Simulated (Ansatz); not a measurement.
**C2H8OSSi: relaxing the structure**

The task is to find a stationary geometry of C2H8OSSi.

Method: RKS PBE0-D4/def2-TZVP; program: Ansatz 0.2.0, Gaussian basis.

The runs, in order: relaxation at PBE0-D4/def2-TZVP.

1 further run of the same task is left out (set aside as unsound or not needed).

## Step 1: Starting geometry

SMILES `CO[SiH](C)S`, 13 atoms, charge 0, spin multiplicity 1.

Atoms are counted from 1 here; the program's logs count them from 0.

Bond lengths: C1–O2 1.399 Å, C1–H6 1.092 Å, C1–H7 1.090 Å, C1–H8 1.092 Å, O2–Si3 1.614 Å, Si3–C4 1.886 Å, Si3–S5 2.165 Å, Si3–H9 1.463 Å, C4–H10 1.085 Å, C4–H11 1.086 Å, C4–H12 1.084 Å, S5–H13 1.322 Å. Angles: O2–C1–H6 110.4°, O2–C1–H7 107.8°, O2–C1–H8 110.8°, H6–C1–H7 109.5°, H6–C1–H8 108.9°, H7–C1–H8 109.5°, C1–O2–Si3 129.1°, O2–Si3–C4 105.2°, O2–Si3–S5 107.4°, O2–Si3–H9 112.4°, C4–Si3–S5 112.1°, C4–Si3–H9 114.2°, S5–Si3–H9 105.4°, Si3–C4–H10 110.6°, Si3–C4–H11 111.9°, Si3–C4–H12 110.5°, H10–C4–H11 108.0°, H10–C4–H12 107.8° and more.

Coordinates:

```
atom    x (Å)    y (Å)    z (Å)
  C1   0.4551  -2.1758  -0.4089
  O2   0.1537  -0.8474  -0.7279
 Si3  -0.4983   0.2992   0.2022
  C4  -0.1251   1.9240  -0.6793
  S5   0.4597   0.1838   2.1405
  H6  -0.4560  -2.7772  -0.3859
  H7   1.1247  -2.5598  -1.1784
  H8   0.9445  -2.2390   0.5650
  H9  -1.9206   0.0688   0.4574
 H10  -0.5747   2.7577  -0.1501
 H11   0.9425   2.1099  -0.7527
 H12  -0.5312   1.9122  -1.6844
 H13   0.0257   1.3435   2.6025
```

The start is a GFN2-xTB geometry.

## Step 2: Optimising with PBE0-D4/def2-TZVP

Input file in.yaml:

```yaml
crystal:
  periodic: [false, false, false]
  atoms:
    - {symbol: C, position_ang: [0.455080, -2.175800, -0.408900]}
    - {symbol: O, position_ang: [0.153710, -0.847400, -0.727930]}
    - {symbol: Si, position_ang: [-0.498280, 0.299200, 0.202190]}
    - {symbol: C, position_ang: [-0.125110, 1.924000, -0.679330]}
    - {symbol: S, position_ang: [0.459740, 0.183840, 2.140470]}
    - {symbol: H, position_ang: [-0.455970, -2.777200, -0.385850]}
    - {symbol: H, position_ang: [1.124720, -2.559780, -1.178450]}
    - {symbol: H, position_ang: [0.944510, -2.238980, 0.565010]}
    - {symbol: H, position_ang: [-1.920650, 0.068800, 0.457440]}
    - {symbol: H, position_ang: [-0.574720, 2.757700, -0.150140]}
    - {symbol: H, position_ang: [0.942510, 2.109930, -0.752690]}
    - {symbol: H, position_ang: [-0.531240, 1.912220, -1.684360]}
    - {symbol: H, position_ang: [0.025690, 1.343470, 2.602550]}
basis:
  gaussian: {orbitals: def2-TZVP}
hamiltonian: {xc: pbe0, dispersion: d4}
relax: {f_tol: 0.005, max_steps: 150}
```

Command:

```
$ ansatz run in.yaml --threads 2 --pin off --events-out ev --progress --plain --max-ram 32768MiB --backend cuda --devices 0, --max-vram 18GiB
```

Q: Predict the results of all the runs planned. Wanted: point group; shift from the start; total energy; dispersion term; dipole moment.

**Answer**, as computed:

```
                  quantity           value
               point group              C1
                     steps              23
shift from the start (rms)         0.501 Å
              total energy  -22957.3113 eV
           dispersion term        -252 meV
             dipole moment          1.18 D
```

What this shows: The atoms moved 0.50 Å (rms) from the start; the bond that changed most is Si3–C4, from 1.886 to 1.850 Å. No vibrations were run, so it is not proven to be a minimum. The largest Mulliken charge, -0.49 e, sits on C4.
